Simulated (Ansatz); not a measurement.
# CHFSSi (SMILES F[SiH]=C=S): one structure at several levels

One table from this session's results is given with a row withheld; the runs are named, their logs left out.

The runs use Ansatz 0.2.0, Gaussian basis; single points in def2-TZVPP.

Correlated methods freeze the cores. B3LYP uses VWN-RPA correlation.

## The starting structure

SMILES `F[SiH]=C=S`, 5 atoms, charge 0, spin multiplicity 1.

Atoms are counted from 1 here; the program's logs count them from 0.

Bond lengths: F1–Si2 1.598 Å, Si2–C3 1.860 Å, Si2–H5 1.296 Å, C3–S4 1.547 Å. Angles: F1–Si2–C3 113.2°, F1–Si2–H5 103.9°, C3–Si2–H5 123.8°, Si2–C3–S4 140.9°.

Geometry (Å):

```xyz
5

F     1.24080    1.37960   -0.15400
Si   -0.03170    0.58350    0.39390
C    -0.20950   -1.11230   -0.34900
S    -1.11940   -1.91160   -1.31180
H    -0.01640    0.81390    1.66870
```

Set-up of the first run:

Contents of run/in.yaml:

```yaml
crystal:
  periodic: [false, false, false]
  atoms:
    - {symbol: F, position_ang: [1.240800, 1.379600, -0.154000]}
    - {symbol: Si, position_ang: [-0.031700, 0.583500, 0.393900]}
    - {symbol: C, position_ang: [-0.209500, -1.112300, -0.349000]}
    - {symbol: S, position_ang: [-1.119400, -1.911600, -1.311800]}
    - {symbol: H, position_ang: [-0.016400, 0.813900, 1.668700]}
basis:
  gaussian: {orbitals: def2-TZVPP}
correlation: {method: ccsd_t}
output: {forces: true}
```

The command line of these runs was not kept.

Among the steps run: CCSD(T)/def2-TZVPP; PBE0-D4/def2-TZVPP; wB97M-V/def2-TZVPP; r2SCAN-D4/def2-TZVPP; PBE-D4/def2-TZVPP; B3LYP-D4/def2-TZVPP; B97M-V/def2-TZVPP.

One table of the session follows, with a row left open; its other results are not shown here.

```
   method  RMS force component (eV/Å)  angle to CCSD(T) forces (°)  dipole (D)
  CCSD(T)                       2.080                    reference        1.34
  PBE0-D4                           ?                            ?           ?
  wB97M-V                       2.040                          9.5        1.41
r2SCAN-D4                       2.084                          5.7        1.26
   PBE-D4                       2.142                          6.3        1.26
 B3LYP-D4                       2.034                          6.7        1.37
   B97M-V                       2.006                          7.9        1.24
```

**Question.** Estimate the row for PBE0-D4.

**Answer.** RMS force component (eV/Å): 2.099; angle to CCSD(T) forces (°): 8.5; dipole (D): 1.35. In the column «RMS force component (eV/Å)» it lies between r2SCAN-D4 (2.084) and PBE-D4 (2.142).
